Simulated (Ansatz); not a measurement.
# GaH2+ (triplet): wave-function methods side by side at angle H2–Ga1–H3 = 106.3°, cc-pVTZ

Aim: climb from Hartree-Fock through coupled cluster and multireference methods for GaH2+ (triplet) at one geometry and basis, and see what each rung misses.

The runs use Ansatz 0.2.0, Gaussian basis; cc-pVTZ, core rule «outside noble gas», up to 14 orbitals frozen.

To be run: UHF; CCSD(T) on ROHF; CCSD(T) on UHF; BCCD(T) on ROHF; CISD; CCSDT(Q) on ROHF; CCSDT(Q) on UHF; CASSCF and MRCISD+Q, 4 electrons in 4 orbitals; CASSCF and NEVPT2, 4 electrons in 4 orbitals; CASSCF and MRCISD+Q, 4 electrons in 6 orbitals; CASSCF and NEVPT2, 4 electrons in 6 orbitals; Full CI.

9 further runs of the same task are left out: 6 that didn't finish, 3 set aside as unsound or not needed.

## Step 1: What is computed

The geometry derives from a PBE0/def2-TZVP stationary point (not a proven minimum). One angle is set to the value named; bond lengths are kept. No spin-orbit coupling is included. The filled d shell of Ga may be among the frozen orbitals whatever the setting's name suggests; the logs give the count.

3 atoms, charge 1, spin multiplicity 3.

Atoms are counted from 1 here; the program's logs count them from 0.

Bond lengths: Ga1–H2 1.768 Å, Ga1–H3 1.768 Å. Angles: H2–Ga1–H3 106.3°.

## Step 2: UHF

File in.yaml:

```yaml
crystal:
  periodic: [false, false, false]
  atoms:
    - {symbol: Ga, position_ang: [0.000000, 0.000000, -0.029798]}
    - {symbol: H, position_ang: [0.000000, 1.414893, 1.030605]}
    - {symbol: H, position_ang: [0.000000, -1.414893, 1.030605]}
basis:
  gaussian: {orbitals: cc-pVTZ}
total_charge: 1
magnetization: {spin_polarized: true, initial_magnetization: 2}
hamiltonian: {xc: hf}
output: {orbitals: {seedname: orbitals}}
```

Launch:

```
$ ansatz run in.yaml --threads 1 --pin off --events-out ev --progress --plain --max-ram 2393MiB
```

The runs that follow: CCSD(T) on ROHF; CCSD(T) on UHF; BCCD(T) on ROHF; CISD; CCSDT(Q) on ROHF; CCSDT(Q) on UHF; CASSCF and MRCISD+Q, 4 electrons in 4 orbitals; CASSCF and NEVPT2, 4 electrons in 4 orbitals; CASSCF and MRCISD+Q, 4 electrons in 6 orbitals; CASSCF and NEVPT2, 4 electrons in 6 orbitals; Full CI.

Before running them: what should the planned runs give, taken together? Wanted: FCI below the RHF energy; RMP2 from FCI; UMP2 from FCI; RCCSD from FCI; RCCSD(T) from FCI; UCCSD(T) from FCI; RCCSDT(Q) from FCI; UCCSDT(Q) from FCI; NEVPT2 pair from FCI.

**Answer**, as computed:

| quantity | value |
| --- | --- |
| FCI below the RHF energy | -1.9578 eV |
| RMP2 from FCI | +46.0 kJ/mol |
| UMP2 from FCI | +48.1 kJ/mol |
| RCCSD from FCI | +4.5 kJ/mol |
| RCCSD(T) from FCI | +1.1 kJ/mol |
| UCCSD(T) from FCI | -0.2 kJ/mol |
| RCCSDT(Q) from FCI | 0.0 kJ/mol |
| UCCSDT(Q) from FCI | -1.2 kJ/mol |
| NEVPT2 pair from FCI | +40.4 kJ/mol |
| MRCISD+Q pair from FCI | -0.1 kJ/mol |
| NEVPT2 valence from FCI | +16.9 kJ/mol |
| levels within 1 kcal/mol (43 meV) | UCCSD, RCCSD(T), UCCSD(T), BCCD(T), RCCSDT, UCCSDT, RCCSDT(Q), UCCSDT(Q), MRCISD+Q pair, MRCISD valence, MRCISD+Q valence |
| T1 diagnostic | 0.047 |
| effectively unpaired electrons | 2.04 |

In words: RCCSD(T) misses by +1.1 kJ/mol, 0.6 % of the correlation energy. UCCSDT, UCCSDT(Q) fall below full CI: unrestricted runs freeze a spin-polarised core, another one than full CI's, and coupled cluster isn't variational. The occupations are near whole numbers, but T1 = 0.047 shows that the orbitals relax strongly. Of the multireference levels listed MRCISD+Q pair comes nearest in total energy (-0.1 kJ/mol), which doesn't show that its space is the better one. These misses are within one basis, not against nature; the frozen cores of restricted and unrestricted runs differ, which can shift their rows.
